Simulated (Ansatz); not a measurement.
A nudged elastic band was laid between two geometries of a periodic cell of 17 atoms, Si (host Si, host structure diamond, interstitial Si).

All numbers below come from Ansatz 0.2.0, DFT PBE, scalar-relativistic, plane waves, PAW. Settings: PAW set soft_1, cutoff 420 eV, k mesh 2x2x2, gaussian smearing 0.02 eV, no spin polarisation.

```json
{
 "movable images": "5",
 "climbing image": "yes",
 "spring": "5.0 eV/Å²",
 "optimiser": "quadratic models (default)",
 "start path": "IDPP",
 "force threshold": "0.03 eV/Å",
 "iteration limit": "80",
 "end points": "relaxed"
}
```

Image 0:

```xyz
17
Lattice="0.0000 5.4300 5.4300 5.4300 0.0000 5.4300 5.4300 5.4300 0.0000" Properties=species:S:1:pos:R:3
Si -0.033 0.003 0.004
Si 1.334 1.383 1.386
Si 2.713 2.750 0.003
Si 4.076 4.070 1.366
Si 2.714 0.002 2.755
Si 4.077 1.366 4.072
Si 5.429 2.716 2.717
Si 6.779 4.069 4.072
Si 0.000 2.718 2.721
Si 1.336 4.053 4.054
Si 2.715 5.432 2.685
Si 4.094 6.812 4.052
Si 2.715 2.685 5.433
Si 4.095 4.051 6.816
Si 5.460 5.431 5.433
Si 6.783 6.793 6.794
Si 2.714 5.434 5.437
```

Image 6:

Only the atoms that move by more than 0.05 Å are listed.
```
Si17 4.076 4.067 4.084
```

(1) Which bonds break or form, and what moves?

(2) Give the energies along the band, and the barrier.

(3) What is the geometry of the highest image?

Results:

(1) Contacts lost: Si2–Si17. Contacts made: Si7–Si17. The atom that moves furthest is Si17, by 2.36 Å.

(2) It converged. The highest image is number 2 of 0 to 6, 0.30 eV above the ends, which have the same energy within 2 meV. By the program's own check the climbing image is of a kind that is not told: the force calls were inconclusive, a negative curvature could not be distinguished from the path's own, the only one lies far off the path, or fixed occupations may fill a level only in part (lowest curvatures found: -0.29 and 0.65 eV/Å²). Limits of this set-up: coarse k mesh.

```json
{"image": "0", "path coordinate (Å)": "0.00", "energy (eV)": "0.00", "Si2–Si17 (Å)": "2.39", "Si7–Si17 (Å)": "4.70"}
{"image": "1", "path coordinate (Å)": "0.76", "energy (eV)": "0.20", "Si2–Si17 (Å)": "2.52", "Si7–Si17 (Å)": "4.03"}
{"image": "2", "path coordinate (Å)": "1.52", "energy (eV)": "0.30", "Si2–Si17 (Å)": "3.12", "Si7–Si17 (Å)": "3.14"}
{"image": "3", "path coordinate (Å)": "1.94", "energy (eV)": "0.29", "Si2–Si17 (Å)": "3.57", "Si7–Si17 (Å)": "2.76"}
{"image": "4", "path coordinate (Å)": "2.36", "energy (eV)": "0.24", "Si2–Si17 (Å)": "3.99", "Si7–Si17 (Å)": "2.51"}
{"image": "5", "path coordinate (Å)": "2.77", "energy (eV)": "0.06", "Si2–Si17 (Å)": "4.36", "Si7–Si17 (Å)": "2.43"}
{"image": "6", "path coordinate (Å)": "3.19", "energy (eV)": "0.00", "Si2–Si17 (Å)": "4.69", "Si7–Si17 (Å)": "2.39"}
```

(3) 
```xyz
17
Lattice="0.0000 5.4300 5.4300 5.4300 0.0000 5.4300 5.4300 5.4300 0.0000" Properties=species:S:1:pos:R:3
Si -0.039 -0.056 -0.052
Si 1.574 1.141 1.145
Si 2.771 2.754 -0.052
Si 3.989 4.157 1.352
Si 2.771 -0.056 2.758
Si 3.989 1.348 4.160
Si 5.189 2.957 2.961
Si 6.798 4.157 4.160
Si 0.200 2.516 2.519
Si 1.239 3.995 3.998
Si 2.610 5.536 2.630
Si 4.151 6.906 3.998
Si 2.610 2.626 5.539
Si 4.151 3.994 6.910
Si 5.519 5.536 5.539
Si 6.563 7.013 7.016
Si 3.378 4.768 4.772
```

The run took 27 min on 1 thread of Intel(R) Xeon(R) Platinum 8488C (Sapphire Rapids), with other jobs on the host, peak memory 0.91 GiB.
